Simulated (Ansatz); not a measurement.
**C₇H₈S: a ladder of functionals and wavefunction methods**

An exercise on one series of results from a longer session: the logs are not shown, and one member is left open.

Program: Ansatz 0.2.0, Gaussian basis. Level of theory: functionals in def2-TZVPP, the program's frozen cores in correlated methods. These are calculated values, not measurements.

Plan: LDA (SPW92), PBE-D4, revPBE-D4, BLYP-D4, r2SCAN-D4, B97M-V, PBE0-D4, B3LYP-D4, r2SCANh-D4, r2SCAN0-D4, HSE06-D4, BHLYP-D4, CAM-B3LYP-D4, LC-ωPBE, ωB97X-V, ωB97M-V, B2PLYP, PBE-QIDH; CCSD(T)/def2-SVP; CCSD(T)/def2-TZVPP; MP2/def2-QZVPP; extrapolation to the limit; RPA on PBE.

### The relaxed structure

All runs share one geometry, relaxed beforehand with PBE0-D4 in a triple-zeta def2 set.

16 atoms, charge 0, spin multiplicity 1.

Atoms are counted from 1 here; the program's logs count them from 0.

Bond lengths: S1–C2 1.820 Å, S1–H9 1.342 Å, C2–C3 1.496 Å, C2–H10 1.092 Å, C2–H11 1.090 Å, C3–C4 1.390 Å, C3–C8 1.392 Å, C4–C5 1.388 Å, C4–H12 1.085 Å, C5–C6 1.385 Å, C5–H13 1.084 Å, C6–C7 1.389 Å, C6–H14 1.084 Å, C7–C8 1.384 Å, C7–H15 1.084 Å, C8–H16 1.085 Å. Angles: C2–S1–H9 96.3°, S1–C2–C3 113.7°, S1–C2–H10 103.9°, S1–C2–H11 109.4°, C3–C2–H10 111.1°, C3–C2–H11 110.8°, H10–C2–H11 107.5°, C2–C3–C4 120.2°, C2–C3–C8 121.0°, C4–C3–C8 118.8°, C3–C4–C5 120.7°, C3–C4–H12 119.4°, C5–C4–H12 119.9°, C4–C5–C6 120.0°, C4–C5–H13 119.8°, C6–C5–H13 120.2°, C5–C6–C7 119.6°, C5–C6–H14 120.2° and more.

The first run:

in.yaml reads:

```yaml
crystal:
  periodic: [false, false, false]
  atoms:
    - {symbol: S, position_ang: [1.701127, -1.262686, 2.337114]}
    - {symbol: C, position_ang: [1.502367, -1.298861, 0.528055]}
    - {symbol: C, position_ang: [0.395194, -0.427326, 0.026430]}
    - {symbol: C, position_ang: [0.684398, 0.732117, -0.683068]}
    - {symbol: C, position_ang: [-0.334513, 1.554338, -1.143813]}
    - {symbol: C, position_ang: [-1.656939, 1.221808, -0.900670]}
    - {symbol: C, position_ang: [-1.955301, 0.064099, -0.193239]}
    - {symbol: C, position_ang: [-0.937247, -0.751223, 0.268519]}
    - {symbol: H, position_ang: [1.811854, 0.070673, 2.446575]}
    - {symbol: H, position_ang: [1.305638, -2.350343, 0.306189]}
    - {symbol: H, position_ang: [2.448590, -1.034875, 0.054675]}
    - {symbol: H, position_ang: [1.719644, 0.992637, -0.879738]}
    - {symbol: H, position_ang: [-0.092110, 2.455086, -1.696185]}
    - {symbol: H, position_ang: [-2.454987, 1.860693, -1.260767]}
    - {symbol: H, position_ang: [-2.988286, -0.202759, -0.000924]}
    - {symbol: H, position_ang: [-1.172227, -1.646081, 0.835148]}
basis:
  gaussian: {orbitals: def2-TZVPP}
hamiltonian: {xc: lda}
output: {orbitals: {seedname: orbitals}}
```

On the command line:

```sh
> ansatz run in.yaml --threads 2 --pin off --events-out ev --progress --plain --max-ram 32768MiB --backend cuda --devices 0, --max-vram 18GiB
```

Among the steps run: LDA; PBE-D4 (GGA); revPBE-D4 (GGA); BLYP-D4 (GGA); r2SCAN-D4 (meta-GGA); B97M-V (meta-GGA); B3LYP-D4 (hybrid); r2SCANh-D4 (hybrid); r2SCAN0-D4 (hybrid); HSE06-D4 (hybrid); BHLYP-D4 (hybrid); CAM-B3LYP-D4 (range-separated); LC-ωPBE (range-separated); ωB97X-V (range-separated); ωB97M-V (range-separated); B2PLYP (double hybrid); PBE-QIDH (double hybrid).

One table of the session follows, with a row left open; its other results are not shown here.

It belongs to the step «Orbital energies across the functionals». 

```
  functional  HOMO (eV)  gap (eV)
 LDA (SPW92)      -5.66      4.03
      PBE-D4      -5.53      4.13
   revPBE-D4      -5.48      4.17
     BLYP-D4      -5.37      4.14
   r2SCAN-D4      -5.77      4.55
      B97M-V      -5.84      4.70
     PBE0-D4      -6.71      6.21
    B3LYP-D4      -6.47      5.80
  r2SCANh-D4      -6.21      5.31
  r2SCAN0-D4      -6.86      6.45
    HSE06-D4      -6.31      5.44
    BHLYP-D4      -7.66      8.21
CAM-B3LYP-D4      -7.99      8.58
     LC-ωPBE      -9.35     10.95
     ωB97X-V      -8.99     10.57
     ωB97M-V          ?         ?
```

**Question.** Estimate the row for ωB97M-V.

The run gave: HOMO (eV): -8.86; gap (eV): 10.35. In the column «HOMO (eV)» it lies between ωB97X-V (-8.99) and CAM-B3LYP-D4 (-7.99).
